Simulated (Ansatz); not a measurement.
Geometry optimisation, DFT PBEsol, scalar-relativistic, plane waves, PAW (Ansatz 0.2.0).

Input:

```yaml
accuracy: low
crystal:
  lattice:
    - [0.0, 5.43, 5.43]
    - [5.43, 0.0, 5.43]
    - [5.43, 5.43, 0.0]
  atoms:
    - { symbol: Si, position: [0.0, 0.0, 0.0] }
    - { symbol: Si, position: [0.125, 0.125, 0.125] }
    - { symbol: Si, position: [0.0, 0.0, 0.5] }
    - { symbol: Si, position: [0.125, 0.125, 0.625] }
    - { symbol: Si, position: [0.0, 0.5, 0.0] }
    - { symbol: Si, position: [0.125, 0.625, 0.125] }
    - { symbol: Si, position: [0.0, 0.5, 0.5] }
    - { symbol: Si, position: [0.125, 0.625, 0.625] }
    - { symbol: Si, position: [0.5, 0.0, 0.0] }
    - { symbol: Si, position: [0.625, 0.125, 0.125] }
    - { symbol: Si, position: [0.5, 0.0, 0.5] }
    - { symbol: Si, position: [0.625, 0.125, 0.625] }
    - { symbol: Si, position: [0.5, 0.5, 0.0] }
    - { symbol: Si, position: [0.625, 0.625, 0.125] }
    - { symbol: Si, position: [0.5, 0.5, 0.5] }
    - { symbol: Si, position: [0.625, 0.625, 0.625] }
    - { symbol: Cu, position: [0.8020115, 0.819838, 0.3146136] }
total_charge: 1
basis:
  ecutwfc: 420.0
kpoints:
  mp_grid: { grid: [2, 2, 2] }
hamiltonian:
  xc: pbesol
  pseudopotentials: { kind: paw, azcp: { folder: soft_1 } }
scf:
  occupations: { method: fermi_dirac, width: 0.05 }
  lower_state_search: "off"
relax:
  f_tol: 0.08
  max_steps: 25
  adjacent_minimum: "off"
output:
  write_density: true
  write_potential: true
  elf: true
  volumetric_format: npy
```

Command:

```bash
$ ansatz run input.yaml --threads 1 --pin off --max-ram 3072MiB --backend cpu --events-out ev --progress --plain --runs-dir out
```

Q: Where does it end, and by what steps?

A: The run converged. The force dipped under the threshold on the way, but the program's further checks kept it going. Limits of this set-up: coarse k mesh, PAW files made for another functional, a small cell, in which the defect meets its images, low accuracy level, charged cell in a uniform background, uncorrected. After 11 steps the energy has fallen by 0.590 eV; Si13 moved furthest, 0.26 Å.

| step | energy less start (eV) | largest force component (eV/Å) | accepted |
| --- | --- | --- | --- |
| 0 | 0.0000 | 2.050 | yes |
| 1 | -0.4394 | 0.900 | yes |
| 2 | -0.5818 | 0.176 | yes |
| 3 | -0.5886 | 0.024 | yes |
| 4 | -0.5888 | 0.005 | yes |
| 5 | -0.5888 | 0.002 | yes |
| 6 | -0.5888 | 0.002 | yes |
| 7 | -0.5889 | 0.008 | yes |
| 8 | -0.5889 | 0.013 | yes |
| 9 | -0.5891 | 0.020 | yes |
| 10 | -0.5894 | 0.031 | yes |
| 11 | -0.5903 | 0.047 | yes |

```xyz
17
Lattice="0.0000 5.4300 5.4300 5.4300 0.0000 5.4300 5.4300 5.4300 0.0000" Properties=species:S:1:pos:R:3
Si -0.047 -0.059 0.068
Si 1.319 1.306 1.369
Si 2.596 2.590 -0.122
Si 3.941 3.940 1.225
Si 2.710 0.053 2.772
Si 4.001 1.424 4.142
Si 5.380 2.782 2.657
Si 6.747 4.080 4.023
Si 0.056 2.698 2.763
Si 1.425 3.997 4.130
Si 2.787 5.377 2.667
Si 4.091 6.742 4.030
Si 2.864 2.867 5.582
Si 4.217 4.211 6.927
Si 5.489 5.477 5.416
Si 6.858 6.844 6.713
Cu 6.026 6.034 8.746
```

Whether the end is a true minimum wasn't checked by a vibrational analysis.

Time of the run: 71 s on 1 thread of Arm Neoverse V2 (shared host), peak memory 0.56 GiB.
